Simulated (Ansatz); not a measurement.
**C₃H₁₂AlAs: basis-set convergence**

One table from this session's results is given with a row withheld; the runs are named, their logs left out.

Computed with Ansatz 0.2.0, Gaussian basis. Level: one geometry, several basis sets.

Plan: PBE0-D4/def2-SVP; ωB97M-V/def2-SVP; PBE0-D4/def2-QZVPP; ωB97M-V/def2-QZVPP; the functionals' def2-TZVPP values are taken from earlier runs.

### Structure used throughout

An earlier PBE0-D4 in a triple-zeta def2 set relaxation fixed the geometry.

SMILES `[CH3][Al-]([CH3])([CH3])[AsH3+]`, 17 atoms, charge 0, spin multiplicity 1.

Atoms are counted from 1 here; the program's logs count them from 0.

Bond lengths: C1–Al2 1.973 Å, C1–H6 1.097 Å, C1–H7 1.095 Å, C1–H8 1.095 Å, Al2–C3 1.973 Å, Al2–C4 1.973 Å, Al2–As5 2.729 Å, C3–H9 1.097 Å, C3–H10 1.095 Å, C3–H11 1.095 Å, C4–H12 1.095 Å, C4–H13 1.097 Å, C4–H14 1.095 Å, As5–H15 1.511 Å, As5–H16 1.511 Å, As5–H17 1.511 Å. Angles: Al2–C1–H6 109.9°, Al2–C1–H7 112.9°, Al2–C1–H8 112.9°, H6–C1–H7 106.5°, H6–C1–H8 106.5°, H7–C1–H8 107.7°, C1–Al2–C3 118.5°, C1–Al2–C4 118.5°, C1–Al2–As5 97.1°, C3–Al2–C4 118.5°, C3–Al2–As5 97.0°, C4–Al2–As5 97.2°, Al2–C3–H9 109.9°, Al2–C3–H10 112.9°, Al2–C3–H11 112.9°, H9–C3–H10 106.5°, H9–C3–H11 106.5°, H10–C3–H11 107.7° and more.

Set-up of the first run:

in.yaml reads:

```yaml
crystal:
  periodic: [false, false, false]
  atoms:
    - {symbol: C, position_ang: [-0.070577, 0.712369, -1.993466]}
    - {symbol: Al, position_ang: [0.399844, -0.234284, -0.327231]}
    - {symbol: C, position_ang: [1.957310, 0.397264, 0.706790]}
    - {symbol: C, position_ang: [-0.172188, -2.111057, -0.116836]}
    - {symbol: As, position_ang: [-1.523499, 0.886625, 1.251857]}
    - {symbol: H, position_ang: [0.605550, 0.405214, -2.800441]}
    - {symbol: H, position_ang: [0.022304, 1.799705, -1.906872]}
    - {symbol: H, position_ang: [-1.086073, 0.490930, -2.337181]}
    - {symbol: H, position_ang: [2.884225, 0.049757, 0.234825]}
    - {symbol: H, position_ang: [1.969755, 0.017657, 1.733517]}
    - {symbol: H, position_ang: [2.022718, 1.489003, 0.754273]}
    - {symbol: H, position_ang: [-0.126859, -2.456564, 0.920942]}
    - {symbol: H, position_ang: [0.488731, -2.769243, -0.693619]}
    - {symbol: H, position_ang: [-1.187722, -2.290935, -0.483939]}
    - {symbol: H, position_ang: [-2.510678, 1.877884, 0.681867]}
    - {symbol: H, position_ang: [-2.545955, 0.025100, 1.954958]}
    - {symbol: H, position_ang: [-1.145987, 1.710073, 2.460754]}
basis:
  gaussian: {orbitals: def2-SVP}
hamiltonian: {xc: pbe0, dispersion: d4}
output: {orbitals: {seedname: orbitals}}
```

Command:

```
> ansatz run in.yaml --threads 8 --pin off --events-out ev --progress --plain --max-ram 20889MiB
```

Among the steps run: PBE0-D4 in def2-SVP; ωB97M-V in def2-SVP; PBE0-D4 in def2-QZVPP; ωB97M-V in def2-QZVPP.

One of the session's tables, all rows but one given; the rest of the session is left out.

It belongs to the step «Density functionals: the series». 

| functional | basis | HOMO (eV) | LUMO (eV) |
| --- | --- | --- | --- |
| PBE0-D4 | def2-SVP | -7.02 | 0.01 |
| PBE0-D4 | def2-TZVPP | ? | ? |
| PBE0-D4 | def2-QZVPP | -7.11 | -0.27 |
| ωB97M-V | def2-SVP | -9.28 | 1.91 |
| ωB97M-V | def2-TZVPP | -9.36 | 1.64 |
| ωB97M-V | def2-QZVPP | -9.37 | 1.04 |

Q: Estimate the row for PBE0-D4, def2-TZVPP from the others.

As computed: HOMO (eV): -7.09; LUMO (eV): -0.16. In the column «HOMO (eV)» it lies between PBE0-D4, def2-QZVPP (-7.11) and PBE0-D4, def2-SVP (-7.02).
